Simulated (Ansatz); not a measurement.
# PBE/def2-SVP run of C2H7Ga (SMILES [CH3][GaH][CH3])

Aim: the energy change on altering one bond length of C2H7Ga at PBE/def2-SVP, from 2 runs. 

The calculation is run with Ansatz 0.2.0.

47 further runs of the same task are left out: 1 that didn't finish, 46 set aside as unsound or not needed.

## Step 1: The molecule

The species is C2H7Ga (10 atoms), meant as a singlet with charge 0. As SMILES, `[CH3][GaH][CH3]`. The shape is that of a PBE0-D4/def2-TZVP optimisation.

Bond lengths: C1–Ga2 1.971 Å, Ga2–C3 1.971 Å, C1–H4 1.096 Å, C1–H5 1.091 Å, C1–H6 1.092 Å, Ga2–H7 1.579 Å, C3–H8 1.096 Å, C3–H9 1.091 Å, C3–H10 1.092 Å. Some angles: C1–Ga2–C3 120.1°, C1–Ga2–H7 120.0°, C3–Ga2–H7 119.9°, Ga2–C1–H4 109.0°, Ga2–C1–H5 112.5°, Ga2–C1–H6 111.5°, Ga2–C3–H8 109.0°, Ga2–C3–H9 112.5°, Ga2–C3–H10 111.5°, H4–C1–H5 107.5°.

## Step 2: A single-point energy at PBE/def2-SVP

File in.yaml:

```yaml
basis:
  gaussian: {orbitals: def2-SVP}
crystal:
  periodic: [false, false, false]
  atoms:
    - {symbol: C, position_ang: [-1.063400, 1.142800, -0.711800]}
    - {symbol: Ga, position_ang: [0.649000, 0.266100, -0.281300]}
    - {symbol: C, position_ang: [0.681500, -1.321500, 0.886900]}
    - {symbol: H, position_ang: [-1.533700, 0.614200, -1.548200]}
    - {symbol: H, position_ang: [-0.935400, 2.183800, -1.011500]}
    - {symbol: H, position_ang: [-1.759700, 1.095200, 0.128600]}
    - {symbol: H, position_ang: [1.997300, 0.836500, -0.872600]}
    - {symbol: H, position_ang: [0.687700, -0.994000, 1.932300]}
    - {symbol: H, position_ang: [1.569300, -1.935900, 0.730500]}
    - {symbol: H, position_ang: [-0.209600, -1.938300, 0.750100]}
hamiltonian: {xc: pbe}
accuracy: high
output: {orbitals: {seedname: orbitals}}
```

Command:

```
$ ansatz run in.yaml --threads 1 --pin off --max-ram 3480MiB --events-out events.jsonl --progress --plain --runs-dir runs
```

What it wrote:

```text
Warning: RAYON_NUM_THREADS=1 ignored (pool sized by the plan → 1); use --threads N
Functional definition: PBE
  name "PBE"
  parameter kappa = 0.804
  parameter beta = 0.06672455060314922
  exchange = pbe_x(kappa = kappa, mu = beta*pi^2/3)
  correlation = pbe_c(beta = beta)
2192 factors; integrals over basis functions are off by at most 7.9e-9 eV
mean field evaluation 1: about -54531.0819 eV, gradient 8.2e1 eV
mean field evaluation 2: about -54506.6757 eV, gradient 1.2e2 eV
mean field evaluation 4: about -54546.3420 eV, gradient 4.1e0 eV
mean field evaluation 8: about -54546.3843 eV, gradient 5.7e-2 eV
mean field evaluation 16: about -54546.3843 eV, gradient 3.2e-6 eV
mean field -54546.38426087 eV, -2004.5426487198 hartree, gradient 2.2e-8 eV, S^2 0.000000; 0 other end points of the search recorded, 0 dependent functions left out
reference -54546.38426469 eV, -2004.5426488602 hartree; 25, 25 occupied and 70, 70 virtual orbitals, 2192 factors
Total energy: -54546.38426469 eV, -2004.5426488602 hartree
```

Wall time 7.2 s (1 thread of Arm Neoverse V1, shared host); peak memory 0.26 GiB.

## Step 3: The distorted shape

File molecule.yaml:

```yaml
crystal:
  periodic: [false, false, false]
  atoms:
    - {symbol: C, position_ang: [-0.828242, 1.407109, -0.293585]}
    - {symbol: Ga, position_ang: [0.884158, 0.530409, 0.136915]}
    - {symbol: C, position_ang: [0.916658, -1.057191, 1.305115]}
    - {symbol: H, position_ang: [-1.533700, 0.614200, -1.548200]}
    - {symbol: H, position_ang: [-0.700242, 2.448109, -0.593285]}
    - {symbol: H, position_ang: [-1.524542, 1.359509, 0.546815]}
    - {symbol: H, position_ang: [2.232458, 1.100809, -0.454385]}
    - {symbol: H, position_ang: [0.922858, -0.729691, 2.350515]}
    - {symbol: H, position_ang: [1.804458, -1.671591, 1.148715]}
    - {symbol: H, position_ang: [0.025558, -1.673991, 1.168315]}
basis:
  gaussian:
    orbitals: def2-SVP
accuracy: high
hamiltonian:
  xc: pbe
output: {orbitals: {seedname: orbitals}}
```

Command:

```
$ ansatz run molecule.yaml --threads 1 --pin off --max-ram 3480MiB --events-out events.jsonl --progress --plain --runs-dir runs
```

What it wrote (excerpt; [...] marks lines left out):

```text
Warning: RAYON_NUM_THREADS=1 ignored (pool sized by the plan → 1); use --threads N
[... 6 set-up lines as earlier in the session ...]
2186 factors; integrals over basis functions are off by at most 7.9e-9 eV
mean field evaluation 1: about -54528.7808 eV, gradient 8.2e1 eV
mean field evaluation 2: about -54497.2455 eV, gradient 1.2e2 eV
mean field evaluation 4: about -54544.2116 eV, gradient 1.1e1 eV
mean field evaluation 8: about -54544.5591 eV, gradient 4.0e-1 eV
mean field evaluation 16: about -54544.5596 eV, gradient 3.0e-5 eV
mean field -54544.55957021 eV, -2004.4755925749 hartree, gradient 4.0e-8 eV, S^2 0.000000; 0 other end points of the search recorded, 0 dependent functions left out
reference -54544.55957408 eV, -2004.4755927172 hartree; 25, 25 occupied and 70, 70 virtual orbitals, 2186 factors
Total energy: -54544.55957408 eV, -2004.4755927172 hartree
```

Wall time 7.2 s (1 thread of Arm Neoverse V1, shared host); peak memory 0.25 GiB.

## Step 4: Outcome

Level: PBE/def2-SVP.

```
                                                         quantity           value
                                        first shape: total energy  -2004.54265 Eh
                                         first shape: HOMO energy        -6.37 eV
                                         first shape: LUMO energy        -1.70 eV
                                       first shape: HOMO–LUMO gap         4.67 eV
                                    distorted shape: total energy  -2004.47559 Eh
                                     distorted shape: HOMO energy        -6.45 eV
                                     distorted shape: LUMO energy        -2.06 eV
                                   distorted shape: HOMO–LUMO gap         4.40 eV
energy change with the C1–H4 bond stretched from 1.096 to 1.643 Å        1.825 eV
```

**Reading.** With the C1–H4 bond stretched from 1.096 to 1.643 Å the energy rises by 1.82 eV (42 kcal/mol). The first shape isn't relaxed at this level, so the change isn't measured from a minimum.
